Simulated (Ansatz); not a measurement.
Task: a single point from an input written key by key of C2H4SSi, SMILES [SiH3]C1=CS1, with Ansatz's Python interface. Give the script and its output. Level of theory: Hartree-Fock, def2-SVP basis, multiplicity 1.

```xyz
8

Si    0.0978    1.0785   -0.2971
C     0.1164   -0.4902    0.2644
C    -0.3289   -1.7174    0.2615
S     1.0577   -1.4407    1.3541
H    -1.0143    1.2788   -1.3496
H    -0.2500    2.1117    0.7723
H     1.3470    1.5532   -0.9444
H    -0.9336   -2.4310   -0.1170
```

`deck.py`:
```python
"""C2H4SSi through the session interface."""

import ansatz as az
import numpy as np


def main() -> None:
    deck = {
        "crystal": {
            "periodic": [False, False, False],
            "atoms": [
                {"symbol": "Si", "position_ang": [0.0978, 1.0785, -0.2971]},
                {"symbol": "C", "position_ang": [0.1164, -0.4902, 0.2644]},
                {"symbol": "C", "position_ang": [-0.3289, -1.7174, 0.2615]},
                {"symbol": "S", "position_ang": [1.0577, -1.4407, 1.3541]},
                {"symbol": "H", "position_ang": [-1.0143, 1.2788, -1.3496]},
                {"symbol": "H", "position_ang": [-0.25, 2.1117, 0.7723]},
                {"symbol": "H", "position_ang": [1.347, 1.5532, -0.9444]},
                {"symbol": "H", "position_ang": [-0.9336, -2.431, -0.117]},
            ],
        },
        "basis": {"gaussian": {"orbitals": "def2-SVP"}},
        "hamiltonian": {"xc": "hf"},
        "output": {"forces": True},
        "accuracy": "medium",
        "scf": {"lower_state_search": "full"},
    }
    session = az.Session.from_dict(deck)
    summary = session.plan(threads=1).execute().report

    print("reference energy %16.6f eV" % summary["reference_energy_ev"])
    print("total energy     %16.6f eV" % summary["free_energy_ev"])
    print("occupied orbitals outside the frozen core (up, down):", summary["n_occupied"], " frozen:", summary["n_frozen"], " virtual:", summary["n_virtual"])
    symbols = ["Si", "C", "C", "S", "H", "H", "H", "H"]
    field = summary["mean_field"]
    print("<S^2> =", round(abs(field["state"]["spin_squared"]), 4), " all-electron relativity setting:", field["relativity"])
    print("passes:", field["passes"])
    if "symmetry" in field:
        print("occupied orbitals by irrep:", field["symmetry"]["occupied"])

    forces = np.array(summary["forces_ev_ang"])
    print("largest force", round(float(np.linalg.norm(forces, axis=1).max()), 4), "eV/A, rms", round(float(np.sqrt((forces ** 2).mean())), 4))
    charges = summary["charge_distribution"]
    dipole = np.array(charges["dipole_moment_e_ang"]) * 4.803205
    print("dipole (D): {:.3f} {:.3f} {:.3f}, length {:.3f}".format(*dipole, np.linalg.norm(dipole)))
    print("atom  Mulliken   Lowdin")
    for symbol, m, l in zip(symbols, charges["mulliken_charges_e"], charges["lowdin_charges_e"]):
        print(f"{symbol:4s} {m:9.3f} {l:8.3f}")


if __name__ == "__main__":
    main()
```

Output of `python deck.py`:
```text
reference energy    -20792.494706 eV
total energy        -20792.494706 eV
occupied orbitals outside the frozen core (up, down): [23, 23]  frozen: 0  virtual: [61, 61]
<S^2> = 0.0  all-electron relativity setting: none
passes: {'evaluations': 12, 'products': 22}
occupied orbitals by irrep: [{'A': 23}, {'A': 23}]
largest force 8.059 eV/A, rms 2.6325
dipole (D): -1.105 -1.018 -0.915, length 1.759
atom  Mulliken   Lowdin
Si       0.650    0.389
C       -0.207   -0.309
C       -0.001   -0.006
S       -0.085    0.223
H       -0.150   -0.103
H       -0.133   -0.096
H       -0.131   -0.093
H        0.057   -0.005
```

The settings weren't tested for convergence. The geometry is a force-field or estimated start, not a minimum of this method, and the basis set is short of its limit. The Löwdin charges here are taken after orthogonalising the functions within each atom; they differ from plain Löwdin charges, and their signs can be unphysical. It ran for 1.3 s on 1 thread of Arm Neoverse V1, with other jobs on the host, peak memory 0.19 GiB.
